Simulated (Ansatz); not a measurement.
# TiH (quartet): from Hartree-Fock to the top rungs at distance Ti1–H2 = 1.571 Å, def2-TZVPP

One table from this session's results is given with a row withheld; the runs are named, their logs left out.

Computed with Ansatz 0.2.0, Gaussian basis. Level: def2-TZVPP, core rule «outside noble gas», up to 9 orbitals frozen.

To be run: UHF; CCSD(T) on ROHF; CCSD(T) on UHF; CCSDT(Q) on ROHF; CCSDT(Q) on UHF; CASSCF and MRCISD+Q, 5 electrons in 5 orbitals; CASSCF and NEVPT2, 5 electrons in 5 orbitals.

22 further runs of the same task are left out: 16 for a known fault of the program, 6 that didn't finish.

## The geometry

The geometry derives from a PBE0/def2-TZVP stationary point (not a proven minimum). One bond is set to the value named and the two fragments are kept rigid.

2 atoms, charge 0, spin multiplicity 4.

Atoms are counted from 1 here; the program's logs count them from 0.

Bond lengths: Ti1–H2 1.571 Å.

The first run:

File in.yaml:

```yaml
crystal:
  periodic: [false, false, false]
  atoms:
    - {symbol: Ti, position_ang: [0.000000, 0.000000, 0.000000]}
    - {symbol: H, position_ang: [0.000000, 0.000000, 1.571000]}
basis:
  gaussian: {orbitals: def2-TZVPP}
magnetization: {spin_polarized: true, initial_magnetization: 3}
hamiltonian: {xc: hf}
output: {orbitals: {seedname: orbitals}}
```

Started as:

```console
> ansatz run in.yaml --threads 1 --pin off --events-out ev --progress --plain --max-ram 4096MiB --backend cpu
```

Among the steps run: UHF; CCSD(T) on ROHF; CCSD(T) on UHF; CCSDT(Q) on ROHF; CCSDT(Q) on UHF; CASSCF and MRCISD+Q, 5 electrons in 5 orbitals; CASSCF and NEVPT2, 5 electrons in 5 orbitals.

One of the session's tables, all rows but one given; the rest of the session is left out.

| method | from RCCSDT(Q) (meV) |
| --- | --- |
| ROHF | +1996.1 |
| UHF | +1866.8 |
| RMP2 | +534.3 |
| UMP2 | +422.5 |
| RCCSD | ? |
| UCCSD | -11.8 |
| RCCSD(T) | +30.9 |
| UCCSD(T) | -64.3 |
| RCCSDT | +2.3 |
| UCCSDT | -86.3 |
| RCCSDT(Q) | 0 |
| UCCSDT(Q) | -87.6 |
| CASSCF pair | +1641.0 |
| NEVPT2 pair | +634.2 |
| MRCISD pair | +105.7 |
| MRCISD+Q pair | +17.2 |

**Question.** Estimate the row for RCCSD.

**Answer.** from RCCSDT(Q) (meV): +85.5. In the column «from RCCSDT(Q) (meV)» it lies between RCCSD(T) (+30.9) and MRCISD pair (+105.7).

Limits of these values: Restricted and unrestricted rows rest on different reference determinants; where their highest levels disagree by more than a few hundredths of an eV, they describe different states and don't form one ladder.
